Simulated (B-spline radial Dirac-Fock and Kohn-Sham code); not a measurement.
**Ta: core levels and X-ray properties**

Aim: for neutral tantalum, compute its X-ray form factor and Compton profile, the binding energy of each subshell and how cheaper methods do for the levels.

The numbers are computed with B-spline radial Dirac-Fock and Kohn-Sham code (version 2): a free atom or ion on a radial basis; each step names its model.

### 1 What is computed

Neutral tantalum in the configuration [Xe] 4f14 5d2 6s2 6p1 (not the ground configuration).

```
nuclear charge     : 73
electrons          : 73
mass number        : 181
nuclear rms radius : 5.3507 fm
```

### 2 X-ray scattering functions

Model: Dirac-Fock average of configuration, finite nucleus; form factor of the spherical density, Waller-Hartree incoherent function, impulse-approximation Compton profiles.

Settings, as recorded:

```ini
task = scatter
Z = 73
charge = 0
configuration = 1s2 2s2 2p6 3s2 3p6 3d10 4s2 4p6 4d10 4f14 5s2 5p6 5d2 6s2 6p1
mass_number = 181
rms_radius = 5.3507  # fm
s = [0.0, 0.05, 0.1, 0.15, 0.2, 0.25, 0.3, 0.35, 0.4, 0.45, 0.5, 0.6, 0.7, 0.8, 0.9, 1.0, 1.1, 1.2, 1.4, 1.6, 1.8, 2.0, 2.5, 3.0, 3.5, 4.0, 5.0, 6.0]  # 1/A
pz = [0, 0.1, 0.15, 0.22, 0.32, 0.46, 0.68, 1.0, 1.5, 2.1, 3.1, 4.6, 6.8, 9.9, 15.0, 21.0, 31.0, 46.0, 67.0, 99.0, 150.0]  # a.u.
photon_energy = [2000, 5000, 8047.8, 17479.3, 20000, 50000, 500000, 1000000]  # eV
```

From the run's result record (rounded, not every field):

```text
{
  "status": "converged",
  "form_factor [e]": [73.0, 71.57, 68.415, 64.938, 61.519, 58.152, 54.836, 51.617, 48.55, 45.672, 42.998, 38.24, 34.162, 30.643, 27.607, 25.011, 22.821, 20.999, 18.257, 16.357, 14.915, 13.677, 10.854, 8.4535, 6.7476, 5.6845, 4.5727, 3.8178],
  "incoherent": [1.0214e-13, 1.8173, 4.9083, 7.6478, 10.174, 12.605, 14.909, 17.089, 19.167, 21.142, 22.996, 26.318, 29.208, 31.813, 34.216, 36.45, 38.536, 40.497, 44.102, 47.296, 50.046, 52.355, 56.621, 59.569, 61.8, 63.566, 66.162, 67.936],
  "compton_total [1/a.u.]": [11.633, 11.37, 11.054, 10.454, 9.4642, 8.2858, 7.286, 6.4759, 5.2338, 4.2364, 3.4426, 2.4493, 1.3938, 0.77111, 0.37359, 0.18355, 0.070739, 0.023878, 0.0079078, 0.0022181, 0.00048123],
  "shells": ["1s1/2", "2s1/2", "2p1/2", "2p3/2", "3s1/2", "3p1/2", "3p3/2", "3d3/2", "3d5/2", "4s1/2", "4p1/2", "4p3/2", "4d3/2", "4d5/2", "4f5/2", "4f7/2", "5s1/2", "5p1/2", "5p3/2", "5d3/2", "5d5/2", "6s1/2", "6p1/2", "6p3/2"],
  "occupation": [2.0, 2.0, 2.0, 4.0, 2.0, 2.0, 4.0, 4.0, 6.0, 2.0, 2.0, 4.0, 4.0, 6.0, 6.0, 8.0, 2.0, 2.0, 4.0, 0.8, 1.2, 2.0, 0.33333, 0.66667],
  "mean_momentum [a.u.]": [75.48, 26.961, 35.585, 31.619, 13.593, 16.229, 15.044, 18.082, 17.665, 6.9051, 7.7396, 7.2251, 7.8947, 7.7121, 7.4616, 7.3564, 2.6771, 2.7861, 2.5477, 1.9877, 1.9225, 0.7458, 0.66421, 0.6123],
  "r2 [bohr^2]": 85.387,
  "r_inverse [1/bohr]": 533.48,
  "r1 [bohr]": 47.101,
  "coherent [b]": [3069.0, 2214.9, 1594.3, 708.42, 600.29, 165.2, 2.7972, 0.72619],
  "incoherent_cross_section [b]": [3.401, 8.4596, 12.533, 20.556, 22.058, 29.919, 20.659, 15.287],
  "radial_jk": {
    "5d": {"j0": [1.0, 0.91605, 0.70783, 0.46503, 0.25736, 0.11172, 0.025047, -0.017617, -0.032102, -0.030885, -0.022426, -0.0019581, 0.011669, 0.016755, 0.016074, 0.012621, 0.0084731, 0.0047702, 0.00017715, -0.0010678, -0.00050116, 0.00061036, 0.0023266, 0.002017, 0.0010691, 0.00030723, -0.0002765, -0.00026588], "j2": [0.0, 0.032866, 0.10737, 0.17742, 0.21411, 0.2145, 0.18962, 0.15267, 0.11369, 0.07855, 0.049897, 0.013073, -0.0024594, -0.0056531, -0.0032928, 0.00060302, 0.0040683, 0.0063839, 0.0075985, 0.0060492, 0.0037431, 0.0017708, -0.00026219, 0.00013546, 0.00085043, 0.0011909, 0.00099955, 0.00056168], "j4": [0.0, 0.000521, 0.0066406, 0.023903, 0.049721, 0.07617, 0.096409, 0.10738, 0.10925, 0.1039, 0.093751, 0.067397, 0.042057, 0.022628, 0.0098247, 0.0025494, -0.00077075, -0.0015837, 0.00017349, 0.0026339, 0.0040719, 0.0043557, 0.0025461, 0.00067538, -6.1835e-05, -5.6269e-05, 0.00044326, 0.00064443], "r2": 4.7877, "r4": 43.66, "r6": 710.09},
    "6p": {"j0": [1.0, 0.64201, 0.14739, -0.03236, -0.03385, -0.0042804, 0.012655, 0.015932, 0.012357, 0.0070475, 0.0025062, -0.0019783, -0.0020348, -0.00056417, 0.0007867, 0.0015005, 0.0016211, 0.0013691, 0.00054723, -1.688e-05, -0.00017505, -8.4361e-05, 0.00026761, 0.00027737, 0.00013053, 2.4319e-05, 8.5275e-06, 5.9435e-05], "j2": [0.0, 0.13013, 0.22921, 0.15957, 0.064504, 0.011375, -0.0059962, -0.0060996, -0.0010247, 0.0037704, 0.0066217, 0.0071068, 0.0044346, 0.0017417, 9.4469e-05, -0.00052965, -0.00049289, -0.00015251, 0.00056649, 0.00083457, 0.00071127, 0.00043713, -2.6272e-05, -1.2063e-05, 0.00011132, 0.0001603, 8.6451e-05, 1.1126e-05], "r2": 23.953, "r4": 955.45, "r6": 59495.0}
  }
}
```

Form factor and incoherent function, every second point:

| s (1/Å) | f (e) | f / N | S(s) |
| --- | --- | --- | --- |
| 0 | 73.00 | 1.000 | 0 |
| 0.100 | 68.42 | 0.937 | 4.908 |
| 0.200 | 61.52 | 0.843 | 10.17 |
| 0.300 | 54.84 | 0.751 | 14.91 |
| 0.400 | 48.55 | 0.665 | 19.17 |
| 0.500 | 43.00 | 0.589 | 23.00 |
| 0.700 | 34.16 | 0.468 | 29.21 |
| 0.900 | 27.61 | 0.378 | 34.22 |
| 1.10 | 22.82 | 0.313 | 38.54 |
| 1.40 | 18.26 | 0.250 | 44.10 |
| 1.80 | 14.92 | 0.204 | 50.05 |
| 2.50 | 10.85 | 0.149 | 56.62 |
| 3.50 | 6.748 | 0.092 | 61.80 |
| 5.00 | 4.573 | 0.063 | 66.16 |

### 3 Hole states by ΔSCF

Model: Dirac-Fock average of configuration, Delta-SCF, finite nucleus, first-order Breit with its frequency dependence, self-energy and vacuum polarisation.

Recorded inputs:

```ini
task = binding
```

From the run's result record (rounded, not every field):

```text
{
  "status": "converged",
  "shells": ["K", "L1", "L2", "L3", "M1", "M2", "M3", "M4", "M5", "N1", "N2", "N3", "N4", "N5", "N6", "N7", "O1", "O2", "O3", "O4,5", "P1", "P2,3"],
  "total_energy_parts [Ha]": [-15616.5012, 18.3306373, -1.94040597, -0.310776409, 13.2940217, -2.36182828],
  "koopmans [eV]": [67844.0, 11794.0, 11246.2, 9973.33, 2765.32, 2522.85, 2244.45, 1840.76, 1780.74, 598.585, 497.493, 432.768, 266.485, 254.362, 45.5933, 43.421, 91.1694, 58.6188, 49.2739, 11.1579, 8.94946, 4.5253],
  "dirac_coulomb [eV]": [67754.9, 11740.0, 11187.8, 9917.86, 2734.0, 2490.53, 2213.71, 1807.37, 1747.92, 584.859, 483.97, 420.347, 254.524, 242.771, 35.5601, 33.6052, 87.4691, 55.2301, 46.2609, 9.56901, 8.49268, 4.38058],
  "gaunt [eV]": [-240.842, -26.0979, -45.0478, -31.0209, -4.61665, -8.24996, -5.38644, -3.48395, -2.31567, -0.919717, -1.67162, -0.983705, -0.430079, -0.192004, 0.151404, 0.234192, -0.11159, -0.184381, -0.0843919, 0.0182878, -0.00492626, -0.00590451],
  "retardation [eV]": [18.0576, 2.15576, 4.87086, 4.86331, 0.365055, 0.871586, 0.875974, 0.340751, 0.331375, 0.0804332, 0.188362, 0.182109, 0.0452142, 0.0434256, -0.0332673, -0.0328064, 0.00801129, 0.0195087, 0.0184225, -0.00190528, -0.000106203, 0.00114597],
  "breit_frequency [eV]": [3.7916, -0.321839, -0.027788, 1.67049, -0.0831066, -0.0865389, 0.333417, -0.0357062, 0.000551787, -0.0210563, -0.0242726, 0.0745202, -0.00946371, -0.00151981, -0.00520489, -0.00478351, -0.004085, -0.0044789, 0.00955007, -0.000866725, -0.000541296, 0.000453387],
  "self_energy [eV]": [-140.977, -20.1465, -0.0375648, -1.43473, -4.59987, -0.0940101, -0.350784, 0.342116, 0.176866, -1.09082, 0.000454589, -0.0575131, 0.0886458, 0.0555806, 0.0584197, 0.0497612, -0.168712, 0.0163582, 0.00849827, 0.0168116, -0.0147586, 0.00385729],
  "vacuum_polarisation [eV]": [26.3398, 3.52734, 0.134978, -0.132209, 0.782088, 0.0307686, -0.0369301, -0.039914, -0.0381169, 0.186153, 0.00457198, -0.0115842, -0.0111553, -0.0107528, -0.0071549, -0.00703787, 0.0290679, -0.00176205, -0.00407374, -0.00257354, 0.00260207, -0.000770102],
  "binding [eV]": [67421.2, 11699.1, 11147.7, 9891.8, 2725.85, 2483.01, 2209.15, 1804.49, 1746.07, 583.094, 482.467, 419.551, 254.207, 242.666, 35.7243, 33.8446, 87.2218, 55.0754, 46.2089, 9.59876, 8.47495, 4.37937],
  "mean_radius [bohr]": [0.0186624, 0.0782886, 0.0649513, 0.0727513, 0.203818, 0.194098, 0.208466, 0.183002, 0.187442, 0.459086, 0.465706, 0.496935, 0.517372, 0.528668, 0.621122, 0.631035, 1.1126, 1.22688, 1.326, 2.03108, 3.29233, 4.6829]
}
```

total_energy_parts: Dirac-Coulomb, Gaunt, retardation, frequency dependence, self-energy, vacuum polarisation. 

The binding energies by parts, in eV; the parts add up.

| level | -ε | relaxation | Breit | QED | binding |
| --- | --- | --- | --- | --- | --- |
| 1s | 67844.0 | -89.14 | -218.99 | -114.64 | 67421.2 |
| 2s | 11794.0 | -54.01 | -24.26 | -16.62 | 11699.1 |
| 2p1/2 | 11246.2 | -58.44 | -40.20 | 0.10 | 11147.7 |
| 2p3/2 | 9973.3 | -55.47 | -24.49 | -1.57 | 9891.8 |
| 3s | 2765.3 | -31.32 | -4.33 | -3.82 | 2725.9 |
| 3p1/2 | 2522.9 | -32.32 | -7.46 | -0.06 | 2483.0 |
| 3p3/2 | 2244.5 | -30.74 | -4.18 | -0.39 | 2209.1 |
| 3d3/2 | 1840.8 | -33.39 | -3.18 | 0.30 | 1804.5 |
| 3d5/2 | 1780.7 | -32.82 | -1.98 | 0.14 | 1746.1 |
| 4s | 598.6 | -13.73 | -0.86 | -0.90 | 583.1 |
| 4p1/2 | 497.5 | -13.52 | -1.51 | 0.01 | 482.5 |
| 4p3/2 | 432.8 | -12.42 | -0.73 | -0.07 | 419.6 |
| 4d3/2 | 266.5 | -11.96 | -0.39 | 0.08 | 254.2 |
| 4d5/2 | 254.4 | -11.59 | -0.15 | 0.04 | 242.7 |
| 4f5/2 | 45.59 | -10.03 | 0.11 | 0.05 | 35.72 |
| 4f7/2 | 43.42 | -9.82 | 0.20 | 0.04 | 33.84 |
| 5s | 91.17 | -3.70 | -0.11 | -0.14 | 87.22 |
| 5p1/2 | 58.62 | -3.39 | -0.17 | 0.01 | 55.08 |
| 5p3/2 | 49.27 | -3.01 | -0.06 | 0.00 | 46.21 |
| 5d | 11.16 | -1.59 | 0.02 | 0.01 | 9.60 |
| 6s | 8.95 | -0.46 | -0.01 | -0.01 | 8.47 |
| 6p | 4.53 | -0.14 | 0.00 | 0.00 | 4.38 |

X-ray lines as differences of these levels:

| line | energy (eV) |
| --- | --- |
| Kβ2' (K-N3) | 67001.7 |
| Kβ2'' (K-N2) | 66938.8 |
| Kβ1 (K-M3) | 65212.1 |
| Kβ3 (K-M2) | 64938.2 |
| Kα1 (K-L3) | 57529.4 |
| Kα2 (K-L2) | 56273.6 |
| Lγ4 (L1-O3) | 11652.9 |
| Lγ3 (L1-N3) | 11279.5 |
| Lγ2 (L1-N2) | 11216.6 |
| Lγ1 (L2-N4) | 10893.4 |
| Lγ5 (L2-N1) | 10564.6 |
| Lβ7 (L3-O1) | 9804.6 |
| Lβ2 (L3-N5) | 9649.1 |
| Lβ15 (L3-N4) | 9637.6 |

### 4 The levels by Dirac LDA

Model: Dirac-Kohn-Sham LDA (Slater exchange, VWN correlation), finite nucleus, spherical and without spin polarisation.

The run's settings:

```ini
task = binding-ladder
method = lda,vwn
relativity = dirac
```

From the run's result record (rounded, not every field):

```text
{
  "status": "converged",
  "shells": ["K", "L1", "L2", "L3", "M1", "M2", "M3", "M4", "M5", "N1", "N2", "N3", "N4", "N5", "N6", "N7", "O1", "O2", "O3", "O4,5", "P1", "P2,3"],
  "minus_eigenvalue [eV]": [67200.6, 11543.2, 11038.2, 9769.44, 2646.54, 2420.96, 2147.91, 1764.68, 1705.15, 541.808, 448.741, 385.639, 232.183, 220.59, 29.6843, 27.6971, 76.6697, 49.4994, 40.5641, 6.37629, 7.17165, 2.47928],
  "delta_scf [eV]": [67742.8, 11640.5, 11163.9, 9877.74, 2673.09, 2449.67, 2173.81, 1796.34, 1735.76, 553.333, 460.186, 396.628, 242.907, 231.177, 39.1986, 37.121, 83.3159, 55.696, 46.4045, 10.7173, 10.3237, 4.85761],
  "total_energy [Ha]": -15614.2799,
  "dirac_fock_binding [eV]": [67421.2, 11699.1, 11147.7, 9891.8, 2725.85, 2483.01, 2209.15, 1804.49, 1746.07, 583.094, 482.467, 419.551, 254.207, 242.666, 35.7243, 33.8446, 87.2218, 55.0754, 46.2089, 9.59876, 8.47495, 4.37937]
}
```

Against the Dirac-Fock value with Breit and QED (eV):

| level | -ε | miss | ΔSCF | miss | Dirac-Fock |
| --- | --- | --- | --- | --- | --- |
| K | 67200.6 | -220.6 | 67742.8 | +321.6 | 67421.2 |
| L1 | 11543.2 | -155.9 | 11640.5 | -58.6 | 11699.1 |
| L2 | 11038.2 | -109.5 | 11163.9 | +16.3 | 11147.7 |
| L3 | 9769.4 | -122.4 | 9877.7 | -14.1 | 9891.8 |
| M1 | 2646.5 | -79.3 | 2673.1 | -52.8 | 2725.9 |
| M2 | 2421.0 | -62.0 | 2449.7 | -33.3 | 2483.0 |
| M3 | 2147.9 | -61.2 | 2173.8 | -35.3 | 2209.1 |
| M4 | 1764.7 | -39.8 | 1796.3 | -8.2 | 1804.5 |
| M5 | 1705.2 | -40.9 | 1735.8 | -10.3 | 1746.1 |
| N1 | 541.8 | -41.3 | 553.3 | -29.8 | 583.1 |
| N2 | 448.7 | -33.7 | 460.2 | -22.3 | 482.5 |
| N3 | 385.6 | -33.9 | 396.6 | -22.9 | 419.6 |
| N4 | 232.2 | -22.0 | 242.9 | -11.3 | 254.2 |
| N5 | 220.6 | -22.1 | 231.2 | -11.5 | 242.7 |
| N6 | 29.68 | -6.0 | 39.20 | +3.5 | 35.72 |
| N7 | 27.70 | -6.1 | 37.12 | +3.3 | 33.84 |
| O1 | 76.67 | -10.6 | 83.32 | -3.9 | 87.22 |
| O2 | 49.50 | -5.6 | 55.70 | +0.6 | 55.08 |
| O3 | 40.56 | -5.6 | 46.40 | +0.2 | 46.21 |
| O4,5 | 6.38 | -3.2 | 10.72 | +1.1 | 9.60 |
| P1 | 7.17 | -1.3 | 10.32 | +1.8 | 8.47 |
| P2,3 | 2.48 | -1.9 | 4.86 | +0.5 | 4.38 |

### 5 Cost and miss of the cheaper method

| method | level | eigenvalue miss (%) | ΔSCF miss (%) | time |
| --- | --- | --- | --- | --- |
| Dirac LDA | K | -0.33 | +0.48 | 13 s |
| Dirac-Fock + Breit + QED | all | - | reference | 20 s |

Times cover the ground state and all hole states of a step, on one thread of a shared host; states solved in an earlier step are reused, and a first call can include compiling.

### 6 Results

```
                        quantity                 value
rms radius of the electron cloud             1.08 bohr
           form factor halves at              0.64 1/Å
         Compton profile at zero          11.63 1/a.u.
    deepest level listed, K (1s)            67421.2 eV
          least bound, P2,3 (6p)               4.38 eV
                             Kα1            57529.4 eV
 Dirac LDA, K: eigenvalue / ΔSCF  67200.6 / 67742.8 eV
```

What this shows: The form factor starts at the 73 electrons and halves by s = 0.64 1/Å. Incoherent scattering outweighs coherent from 500 keV on, among the energies asked. The K (1s) level lies 89.1 eV under Koopmans' value by relaxation alone; Breit gives -218.99 and QED -114.64 eV. Dirac LDA misses the K level by -0.3 % with its eigenvalue and by +0.5 % with ΔSCF. Breit and QED terms, which only the reference holds, shift this level by tenths of a per cent, so the eigenvalue's nearness can be cancellation. The Hartree-Fock and Dirac-Fock values hold no electron correlation.
